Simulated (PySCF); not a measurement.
Molecule: Cl2C, in a box.

```
Cl C
1.0
    12.00000    0.00000    0.00000
     0.00000   11.00000    0.00000
     0.00000    0.00000   11.00000
Cl C
2 1
Direct
  0.59449 0.45700 0.55304
  0.40768 0.57007 0.45315
  0.47213 0.43375 0.47721
```

Base run:

- Program: PySCF 2.14.0
- Functional: SCAN0
- Potentials or basis: pob-tzvp-rev2 (all-electron)
- k mesh: 1 × 1 × 1
- Occupations: fixed
- Spin: no spin polarisation

Its results: gap between the frontier levels 4.62 eV.

After a change of settings the same cell gave: gap between the frontier levels 1.82 eV. Which change was it?
A. functional from SCAN0 to r2SCAN0; dispersion from none to D3(BJ)
B. functional from SCAN0 to AM05
C. functional from SCAN0 to SCAN; dispersion from none to D3(BJ)

B.

SCAN0 gives the wider gap, since exact exchange removes part of the self-interaction.

Caveats: this is a molecule in a periodic box at the Γ point, so its band gap is the HOMO-LUMO gap; the basis of atomic orbitals isn't converged, which shifts pressures, moduli and gaps.

Runs at the PBE level aren't shown here.
